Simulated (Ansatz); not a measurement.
# [GeH5]− (SMILES [H][Ge-]([H])([H])([H])[H]): CCSDT(Q)/STO-3G

What is the energy change on altering one bond length of [GeH5]− at CCSDT(Q)/STO-3G? 

Program for the calculation: Ansatz 0.2.0.

### Step 1. Starting point

[GeH5]− has 6 atoms, charge -1, and is taken as a singlet. SMILES: `[H][Ge-]([H])([H])([H])[H]`. Geometry: a GFN2-xTB relaxation, a rough one for these elements and not checked as a minimum.

Bond lengths: Ge1–H2 1.762 Å, Ge1–H3 1.782 Å, Ge1–H4 1.515 Å, Ge1–H5 1.514 Å, Ge1–H6 1.514 Å. Angles: H2–Ge1–H3 179.8°, H2–Ge1–H4 90.4°, H2–Ge1–H5 90.0°, H2–Ge1–H6 90.3°, H3–Ge1–H4 89.6°, H3–Ge1–H5 89.8°, H3–Ge1–H6 89.8°, H4–Ge1–H5 120.0°, H4–Ge1–H6 120.0°, H5–Ge1–H6 120.0°.

### Step 2. The energy at CCSDT(Q)/STO-3G

The input, run.yaml:

```yaml
crystal:
  periodic: [false, false, false]
  atoms:
    - symbol: Ge
      position_ang: [0.000170, -0.001050, 0.006590]
    - symbol: H
      position_ang: [-0.023480, -0.005740, 1.768690]
    - symbol: H
      position_ang: [0.022000, 0.009450, -1.774870]
    - symbol: H
      position_ang: [1.514900, 0.010990, 0.015670]
    - symbol: H
      position_ang: [-0.767040, 1.304120, 0.000050]
    - symbol: H
      position_ang: [-0.746540, -1.317780, -0.016130]
basis:
  gaussian:
    orbitals: STO-3G
total_charge: -1
correlation:
  method: ccsdt_q
  frozen_orbitals: {Ge: 9, H: 0}
accuracy: high
scf:
  omitted_lower_state_checks: [cluster_reference, increment]
```

On the command line:

```bash
$ ansatz run run.yaml --threads 1 --pin off --max-ram 2610MiB --events-out events.jsonl --progress --plain --runs-dir runs
```

Output, shortened:

```text
Warning: RAYON_NUM_THREADS=1 ignored (pool sized by the plan → 1); use --threads N
Functional definition: HF
  name "HF"
[...]
313 factors; integrals over basis functions are off by at most 1.4e-8 eV
[...]
mean field -55902.11732802 eV, -2054.3649199887 hartree, gradient 4.3e-8 eV, S^2 0.000000; 0 other end points of the search recorded, 0 dependent functions left out
9 core orbitals not correlated: weight in the atoms' cores, before any rotation towards them, 1.000 or more for the frozen orbitals, at most 0.000 for the correlated occupied ones
reference -55902.11732802 eV, -2054.3649199887 hartree; 10, 10 occupied and 4, 4 virtual orbitals, 313 factors
second order -1.36784416 eV of doubles, -0.00000000 eV of singles
cycle   1  -1.77808261 eV  change   -4.1e-1 eV  update   5.8e-2
[...]
cycle  20  -2.03534462 eV  change    1.5e-9 eV  update  7.7e-10
perturbative correction -0.00028783 eV, -0.0000105776 hartree
Total energy: -55904.15296047 eV, -2054.4397281015 hartree
Checks for a lower state left out: cluster_reference, increment
```

Run time: 0.3 s. Hardware: 1 thread of Arm Neoverse V2, shared host.

### Step 3. The distorted shape

The input, input.yaml:

```yaml
crystal:
  periodic: [false, false, false]
  atoms:
    - {symbol: Ge, position_ang: [0.186865, 0.328163, 0.012271]}
    - {symbol: H, position_ang: [0.163215, 0.323473, 1.774371]}
    - {symbol: H, position_ang: [0.208695, 0.338663, -1.769189]}
    - {symbol: H, position_ang: [1.701595, 0.340203, 0.021351]}
    - {symbol: H, position_ang: [-0.580345, 1.633333, 0.005731]}
    - {symbol: H, position_ang: [-0.746540, -1.317780, -0.016130]}
basis:
  gaussian:
    orbitals: STO-3G
total_charge: -1
correlation:
  method: ccsdt_q
  frozen_orbitals: {Ge: 9, H: 0}
accuracy: high
scf:
  omitted_lower_state_checks: [cluster_reference, increment]
```

On the command line:

```bash
$ ansatz run input.yaml --threads 1 --pin off --max-ram 2610MiB --events-out events.jsonl --progress --plain --runs-dir runs
```

Output, shortened:

```text
Warning: RAYON_NUM_THREADS=1 ignored (pool sized by the plan → 1); use --threads N
Functional definition: HF
  name "HF"
[...]
310 factors; integrals over basis functions are off by at most 5.7e-9 eV
[...]
mean field -55900.99507078 eV, -2054.3236777956 hartree, gradient 4.9e-8 eV, S^2 0.000000; 0 other end points of the search recorded, 0 dependent functions left out
9 core orbitals not correlated: weight in the atoms' cores, before any rotation towards them, 1.000 or more for the frozen orbitals, at most 0.000 for the correlated occupied ones
reference -55900.99507078 eV, -2054.3236777956 hartree; 10, 10 occupied and 4, 4 virtual orbitals, 310 factors
second order -1.55194097 eV of doubles, -0.00000000 eV of singles
cycle   1  -2.04462577 eV  change   -4.9e-1 eV  update   6.9e-2
[...]
cycle  23  -2.38587896 eV  change   4.3e-10 eV  update   1.2e-9
perturbative correction 0.00012554 eV, 0.0000046136 hartree
Total energy: -55903.38082420 eV, -2054.4113526168 hartree
Checks for a lower state left out: cluster_reference, increment
```

Run time: 0.32 s. Hardware: 1 thread of Arm Neoverse V2, shared host.

### Step 4. Results

Level: CCSDT(Q)/STO-3G, 9 core orbitals frozen.

```
                                                          quantity           value
                                         first shape: total energy  -2054.43973 Eh
          first shape: correlation energy (9 core orbitals frozen)       -74.8 mEh
                                        first shape: T1 diagnostic           0.006
                                     distorted shape: total energy  -2054.41135 Eh
      distorted shape: correlation energy (9 core orbitals frozen)       -87.7 mEh
                                    distorted shape: T1 diagnostic           0.007
energy change with the Ge1–H6 bond stretched from 1.514 to 1.892 Å        0.772 eV
```

In words: With the Ge1–H6 bond stretched from 1.514 to 1.892 Å the energy rises by 0.77 eV (74.5 kJ/mol). The first shape isn't relaxed at this level, so the change isn't measured from a minimum. The minimal basis adds a large error of its own.
